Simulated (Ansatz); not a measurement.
# Cl2H2HfOSe: the cost of one run

Computed with Ansatz 0.2.0, Gaussian basis. Level: functionals in def2-TZVPP, the program's frozen cores in correlated methods.

Levels to be run: PBE-D4, r2SCAN-D4, PBE0-D4, B3LYP-D4, ωB97X-V, ωB97M-V, B2PLYP; CCSD(T)/def2-TZVPP; MP2/def2-QZVPP; extrapolation to the limit.

## (1) The geometry

All runs share one geometry, relaxed beforehand with PBE0-D4 in a triple-zeta def2 set. Hf takes the def2 core potential; no spin-orbit term is included.

SMILES `[OH][Hf]([Cl])([Cl])[SeH]`, 7 atoms, charge 0, spin multiplicity 1.

Atoms are counted from 1 here; the program's logs count them from 0.

Bond lengths: O1–Hf2 1.885 Å, O1–H6 0.953 Å, Hf2–Cl3 2.339 Å, Hf2–Cl4 2.339 Å, Hf2–Se5 2.575 Å, Se5–H7 1.471 Å. Angles: Hf2–O1–H6 167.1°, O1–Hf2–Cl3 111.0°, O1–Hf2–Cl4 110.9°, O1–Hf2–Se5 106.8°, Cl3–Hf2–Cl4 108.7°, Cl3–Hf2–Se5 109.7°, Cl4–Hf2–Se5 109.7°, Hf2–Se5–H7 88.6°.

Coordinates:

| atom | x (Å) | y (Å) | z (Å) |
| --- | --- | --- | --- |
| O1 | -1.1869 | 0.9203 | 0.2466 |
| Hf2 | -0.0978 | -0.5842 | -0.0733 |
| Cl3 | -0.3053 | -2.1498 | 1.6523 |
| Cl4 | -0.6695 | -1.6157 | -2.0934 |
| Se5 | 2.3301 | 0.2653 | -0.1871 |
| H6 | -1.8962 | 1.5374 | 0.4029 |
| H7 | 1.8257 | 1.6268 | 0.0520 |

## (2) PBE-D4 (GGA)

in.yaml

```yaml
crystal:
  periodic: [false, false, false]
  atoms:
    - {symbol: O, position_ang: [-1.186895, 0.920251, 0.246622]}
    - {symbol: Hf, position_ang: [-0.097848, -0.584151, -0.073280]}
    - {symbol: Cl, position_ang: [-0.305303, -2.149828, 1.652289]}
    - {symbol: Cl, position_ang: [-0.669522, -1.615691, -2.093433]}
    - {symbol: Se, position_ang: [2.330104, 0.265304, -0.187103]}
    - {symbol: H, position_ang: [-1.896227, 1.537358, 0.402917]}
    - {symbol: H, position_ang: [1.825702, 1.626757, 0.051988]}
basis:
  gaussian: {orbitals: def2-TZVPP}
hamiltonian: {xc: pbe, dispersion: d4}
output: {forces: true, orbitals: {seedname: orbitals}}
```

The run is started by

```console
ansatz run in.yaml --threads 2 --pin off --events-out ev --progress --plain --max-ram 22528MiB --backend cpu
```

What time and memory should one allow on 2 threads of AMD EPYC 7R13, shared host?

About 5.5 s, with a peak of 0.43 GiB.
